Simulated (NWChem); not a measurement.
# the pair InSiH5···AsH3: a chain of runs

Wanted: a single-point energy (singlet InSiAsH8, r2SCAN-D3(BJ)/3-21G), then the energy (singlet InSiH5, r2SCAN-D3(BJ)/3-21G), then the energy (singlet AsH3, r2SCAN-D3(BJ)/3-21G), then a single-point energy (singlet InSiH5, r2SCAN-D3(BJ)/3-21G), then a single-point energy (singlet AsH3, r2SCAN-D3(BJ)/3-21G) of AsH8InSi and its partners. 

Program for the calculation: NWChem 7.3.0.

### 1 The molecule

The species is InSiAsH8 (11 atoms), meant as a singlet with charge 0. The two molecules were placed rigidly side by side, at 1.3 times their contact distance; the pair isn't optimised.

Bond lengths: Si1–In2 2.575 Å, Si1–H3 1.488 Å, Si1–H4 1.491 Å, Si1–H5 1.491 Å, In2–H6 1.729 Å, In2–H7 1.730 Å, As8–H9 1.522 Å, As8–H10 1.522 Å, As8–H11 1.522 Å. Some angles: Si1–In2–H6 122.1°, Si1–In2–H7 119.9°, In2–Si1–H3 113.2°, In2–Si1–H4 110.5°, In2–Si1–H5 110.1°, H6–In2–H7 118.0°, H3–Si1–H4 107.8°, H3–Si1–H5 107.7°, H4–Si1–H5 107.3°, H9–As8–H10 92.0°.

### 2 The energy at r2SCAN-D3(BJ)/3-21G (run 1)

The input, sp.nw:

```
start sp
memory 2200 mb

geometry units atomic noautosym nocenter noautoz
  Si  -1.26063630  -1.21227821  -1.21339314
  In   1.56998446   1.58281570   1.58831481
  H   -4.00603041  -0.70129626  -0.87607703
  H   -0.81636169  -3.93688533  -0.65365627
  H   -0.63872743  -0.80409736  -3.93063034
  H    0.33844995   3.89678534   3.53756731
  H    4.81332141   1.17501281   1.54787467
  As  -2.35671524   6.80832418  -6.68003067
  H   -4.88511211   6.44857702  -5.35841291
  H   -1.23108098   8.12504755  -4.38486381
  H   -3.19811580   9.30780823  -7.82626295
end

basis "ao basis" spherical bse
  * library 3-21G
end

dft
  xc r2scan
  disp vdw 4
  grid fine
  convergence energy 1e-08
  maxiter 100
  mulliken
  print low
end

task dft energy
```

Command:

```sh
$ nwchem sp.nw > sp.out
```

The log of the run, shortened:

```text
[...]
 d= 0,ls=0.0,diis     1  -8234.6850085024 -8.72D+03  9.64D-03  2.58D-01     2.2
[...]
 d= 0,ls=0.0,diis     8  -8234.7172003757 -1.42D-10  9.65D-07  2.43D-09    13.3
         Total DFT energy =    -8234.717200375675
      One electron energy =   -12371.915763888204
           Coulomb energy =     3915.314105338176
    Exchange-Corr. energy =     -262.935149980082
 Nuclear repulsion energy =      484.821645849077
    Dispersion correction =       -0.002037694643
[...]
      Total Density - Mulliken Population Analysis
     ---------------------------------------------
    Atom       Charge   Shell Charges
 -----------   ------   -------------------------------------------------------
    1 Si  14    14.09   2.00  1.97  5.86  0.68  1.70  0.81  1.07
    2 In  49    48.43   2.00  2.00  6.00  2.00  5.99  2.00  5.94  0.89  1.11  0.28  0.26 10.00  9.96
    3 H    1     1.07   0.43  0.65
    4 H    1     1.07   0.43  0.64
    5 H    1     1.06   0.43  0.64
    6 H    1     1.14   0.39  0.75
    7 H    1     1.14   0.39  0.75
    8 As  33    32.94   2.00  2.00  5.99  2.00  5.94  0.83  1.75  1.08  1.37  9.99
    9 H    1     1.02   0.43  0.59
   10 H    1     1.03   0.43  0.60
[...]
```

It took 14 s on 1 thread of Intel Xeon Platinum 8488C (Sapphire Rapids), shared host; peak memory 0.13 GiB.

### 3 InSiH5: the energy at r2SCAN-D3(BJ)/3-21G (run 2)

The input, input.nw:

```
echo
start input
title "H5InSi energy"
memory total 2200 mb

geometry units angstroms noautosym nocenter noautoz
  Si   -0.667100   -0.641510   -0.642100
  In    0.830800    0.837590    0.840500
  H    -2.119900   -0.371110   -0.463600
  H    -0.432000   -2.083310   -0.345900
  H    -0.338000   -0.425510   -2.080000
  H     0.179100    2.062090    1.872000
  H     2.547100    0.621790    0.819100
end

basis spherical bse
  * library 3-21G
end

dft
  xc r2scan
  disp vdw 4
  grid fine
  convergence energy 1e-08
  maxiter 100
  mulliken
  print low
end

task dft energy
```

Command:

```sh
$ nwchem input.nw > input.out
```

The log of the run, shortened:

```text
[...]
 d= 0,ls=0.0,diis     1  -6007.9396331686 -6.22D+03  1.29D-02  1.56D-01     1.1
[...]
 d= 0,ls=0.0,diis     7  -6007.9599488852 -3.27D-09  9.29D-07  5.37D-10     6.0
         Total DFT energy =    -6007.959948885205
      One electron energy =    -8724.229686502624
           Coulomb energy =     2680.821661613696
    Exchange-Corr. energy =     -178.738932031011
 Nuclear repulsion energy =      214.188124268509
    Dispersion correction =       -0.001116233775
[...]
      Total Density - Mulliken Population Analysis
     ---------------------------------------------
    Atom       Charge   Shell Charges
 -----------   ------   -------------------------------------------------------
    1 Si  14    14.08   2.00  1.97  5.86  0.68  1.69  0.81  1.07
    2 In  49    48.43   2.00  2.00  6.00  2.00  5.99  2.00  5.94  0.89  1.11  0.28  0.26 10.00  9.96
    3 H    1     1.07   0.43  0.64
    4 H    1     1.07   0.43  0.64
    5 H    1     1.07   0.43  0.64
    6 H    1     1.14   0.39  0.75
    7 H    1     1.14   0.39  0.75
[...]
```

It took 6.6 s on 1 thread of Intel Xeon Platinum 8488C (Sapphire Rapids), shared host; peak memory 0.12 GiB.

### 4 AsH3: the energy at r2SCAN-D3(BJ)/3-21G (run 3)

The input, ash3.nw:

```
start ash3
title "AsH3"
memory stack 880 mb heap 220 mb global 1100 mb
charge 0
geometry units angstroms noautosym nocenter noautoz
   As      -1.247120       3.602810      -3.534920
   H       -2.585090       3.412440      -2.835550
   H       -0.651460       4.299590      -2.320370
   H       -1.692370       4.925480      -4.141480
end
basis spherical bse
   As library 3-21G
   H library 3-21G
end
dft
   xc r2scan
   disp vdw 4
   grid fine
   convergence energy 1e-08
   maxiter 100
   mulliken
   print low
end
task dft energy
```

Command:

```sh
$ nwchem ash3.nw > ash3.out
```

The log of the run, shortened:

```text
[...]
 d= 0,ls=0.0,diis     1  -2226.7443383648 -2.26D+03  1.32D-02  1.01D-01     0.4
[...]
 d= 0,ls=0.0,diis     6  -2226.7561785524 -5.98D-10  1.48D-07  7.59D-12     1.5
         Total DFT energy =    -2226.756178552408
      One electron energy =    -3176.848386836031
           Coulomb energy =      999.137196203876
    Exchange-Corr. energy =      -84.197841961353
 Nuclear repulsion energy =       35.153200621685
    Dispersion correction =       -0.000346580585
[...]
      Total Density - Mulliken Population Analysis
     ---------------------------------------------
    Atom       Charge   Shell Charges
 -----------   ------   -------------------------------------------------------
    1 As  33    32.94   2.00  2.00  5.99  2.00  5.94  0.83  1.75  1.08  1.37  9.99
    2 H    1     1.02   0.43  0.59
    3 H    1     1.02   0.43  0.59
    4 H    1     1.02   0.43  0.59
[...]
```

Run time: 2 s. Hardware: 1 thread of Intel Xeon Platinum 8488C (Sapphire Rapids), shared host; peak memory 0.12 GiB.

### 5 InSiH5 among ghost functions: the energy at r2SCAN-D3(BJ)/3-21G (with ghost functions) (run 4)

The input, h5insi.nw:

```
start h5insi
title "H5InSi"
memory 2200 mb

geometry units au noautosym nocenter noautoz
  Si    -1.26063630    -1.21227821    -1.21339314
  In     1.56998446     1.58281570     1.58831481
  H     -4.00603041    -0.70129626    -0.87607703
  H     -0.81636169    -3.93688533    -0.65365627
  H     -0.63872743    -0.80409736    -3.93063034
  H      0.33844995     3.89678534     3.53756731
  H      4.81332141     1.17501281     1.54787467
  bqAs    -2.356715     6.808324    -6.680031
  bqH     -4.885112     6.448577    -5.358413
  bqH     -1.231081     8.125048    -4.384864
  bqH     -3.198116     9.307808    -7.826263
end

basis "ao basis" spherical bse
  Si library 3-21G
  In library 3-21G
  H library 3-21G
  bqAs library As 3-21G
  bqH library H 3-21G
end

dft
  xc r2scan
  mult 1
  disp vdw 4
  grid fine
  convergence energy 1e-08
  maxiter 100
  mulliken
  print low
end

task dft energy
```

Command:

```sh
$ nwchem h5insi.nw > h5insi.out
```

The log of the run, shortened:

```text
[...]
 d= 0,ls=0.0,diis     1  -6007.9397963479 -6.22D+03  8.53D-03  1.57D-01     2.0
[...]
 d= 0,ls=0.0,diis     7  -6007.9601314119 -3.28D-09  6.11D-07  5.38D-10    11.3
         Total DFT energy =    -6007.960131411923
      One electron energy =    -8724.222342226729
           Coulomb energy =     2680.813711470432
    Exchange-Corr. energy =     -178.738493379670
 Nuclear repulsion energy =      214.188108957790
    Dispersion correction =       -0.001116233745
[...]
      Total Density - Mulliken Population Analysis
     ---------------------------------------------
    Atom       Charge   Shell Charges
 -----------   ------   -------------------------------------------------------
    1 Si  14    14.08   2.00  1.97  5.86  0.68  1.69  0.81  1.06
    2 In  49    48.43   2.00  2.00  6.00  2.00  5.99  2.00  5.94  0.89  1.11  0.28  0.26 10.00  9.96
    3 H    1     1.07   0.43  0.64
    4 H    1     1.07   0.43  0.64
    5 H    1     1.07   0.43  0.64
    6 H    1     1.14   0.39  0.75
    7 H    1     1.14   0.39  0.75
    8 X    0     0.00  -0.00 -0.00 -0.00 -0.00 -0.00 -0.00 -0.00  0.00  0.00 -0.00
    9 X    0     0.00  -0.00  0.00
   10 X    0     0.00  -0.00  0.00
[...]
```

Wall time 12 s (1 thread of Intel Xeon Platinum 8488C (Sapphire Rapids), shared host); peak memory 0.13 GiB.

### 6 AsH3 among ghost functions: the energy at r2SCAN-D3(BJ)/3-21G (with ghost functions) (run 5)

The input, nw.nw:

```
echo
START nw
TITLE "AsH3 r2SCAN"
memory total 2200 mb

GEOMETRY units angstrom noautosym nocenter noautoz
 As   -1.247120    3.602810   -3.534920
 H    -2.585090    3.412440   -2.835550
 H    -0.651460    4.299590   -2.320370
 H    -1.692370    4.925480   -4.141480
 bqSi    -0.667100    -0.641510    -0.642100
 bqIn     0.830800     0.837590     0.840500
 bqH     -2.119900    -0.371110    -0.463600
 bqH     -0.432000    -2.083310    -0.345900
 bqH     -0.338000    -0.425510    -2.080000
 bqH      0.179100     2.062090     1.872000
 bqH      2.547100     0.621790     0.819100
END

BASIS "ao basis" spherical bse
 As library 3-21G
 H library 3-21G
 bqSi library Si 3-21G
 bqIn library In 3-21G
 bqH library H 3-21G
END

DFT
 xc r2scan
 disp vdw 4
 grid fine
 convergence energy 1e-08
 iterations 100
 mulliken
 noprint "final vectors analysis"
END

TASK dft energy
```

Command:

```sh
$ nwchem nw.nw > nw.out
```

The log of the run, shortened:

```text
[...]
          Wavefunction type:  closed shell.
          No. of atoms     :    11
          No. of electrons :    36
[...]
          Charge           :     0
          Spin multiplicity:     1
[...]
          AO basis - number of functions:    82
[...]
              XC Information
              --------------
                      r^2SCAN Method XC Functional
               r^2SCAN metaGGA Exchange Functional  1.000
                     r^2SCAN Correlation Potential  1.000
[...]
 d= 0,ls=0.0,diis     1  -2226.7445694727 -2.26D+03  4.50D-03  1.02D-01     1.7
[...]
 d= 0,ls=0.0,diis     6  -2226.7564301122 -6.06D-10  2.81D-07  1.00D-10     8.8
         Total DFT energy =    -2226.756430112237
      One electron energy =    -3176.836657571770
           Coulomb energy =      999.124501783662
    Exchange-Corr. energy =      -84.197128365229
 Nuclear repulsion energy =       35.153200621685
    Dispersion correction =       -0.000346580585
[...]
      Total Density - Mulliken Population Analysis
     ---------------------------------------------
    Atom       Charge   Shell Charges
 -----------   ------   -------------------------------------------------------
    1 As  33    32.94   2.00  2.00  5.99  2.00  5.94  0.83  1.75  1.08  1.36  9.99
    2 H    1     1.02   0.43  0.59
    3 H    1     1.02   0.43  0.59
    4 H    1     1.02   0.43  0.59
    5 X    0     0.00  -0.00 -0.00 -0.00 -0.00 -0.00 -0.00  0.00
    6 X    0     0.00  -0.00 -0.00 -0.00 -0.00 -0.00 -0.00 -0.00 -0.00 -0.00  0.00  0.00 -0.00 -0.00
    7 X    0    -0.00  -0.00 -0.00
    8 X    0     0.00  -0.00  0.00
    9 X    0     0.00  -0.00  0.00
   10 X    0    -0.00   0.00 -0.00
[...]
```

Run time: 9.3 s. Hardware: 1 thread of Intel Xeon Platinum 8488C (Sapphire Rapids), shared host; peak memory 0.13 GiB.

### 7 Summary of results

```
                                                                                                                  quantity           value
                                                                                  run 1, r2SCAN-D3(BJ)/3-21G: total energy  -8234.71720 Eh
                                                                             run 1, r2SCAN-D3(BJ)/3-21G: dispersion energy    -5.35 kJ/mol
                                                                                                      InSiH5: total energy  -6007.95995 Eh
                                                                                                 InSiH5: dispersion energy    -2.93 kJ/mol
                                                                                                        AsH3: total energy  -2226.75618 Eh
                                                                                                   AsH3: dispersion energy    -0.91 kJ/mol
                                                                                InSiH5 among ghost functions: total energy  -6007.96013 Eh
                                                                           InSiH5 among ghost functions: dispersion energy    -2.93 kJ/mol
                                                                                  AsH3 among ghost functions: total energy  -2226.75643 Eh
                                                                                 AsH3 among ghost functions: dipole moment          0.94 D
                                                                             AsH3 among ghost functions: dispersion energy    -0.91 kJ/mol
              interaction energy of the rigid parts InSiH5 and AsH3 (parts in their own basis; closest atoms 4.38 Å apart)       -0.029 eV
interaction energy of the rigid parts InSiH5 and AsH3 (parts in the whole basis, counterpoise; closest atoms 4.38 Å apart)       -0.017 eV
```

**Reading.** The interaction energy of the rigid parts InSiH5 and AsH3 (parts in their own basis; closest atoms 4.38 Å apart) is −0.03 eV (−2.8 kJ/mol): the parts attract. Without counterpoise this holds the superposition error of the basis. The interaction energy of the rigid parts InSiH5 and AsH3 (parts in the whole basis, counterpoise; closest atoms 4.38 Å apart) is −0.02 eV (−1.7 kJ/mol). The basis-set superposition error is 1.1 kJ/mol. Relativity is left out (run 1, r2SCAN-D3(BJ)/3-21G) although the molecule holds a heavy atom. Relativity is left out (InSiH5) although the molecule holds a heavy atom. Relativity is left out (InSiH5 among ghost functions) although the molecule holds a heavy atom.
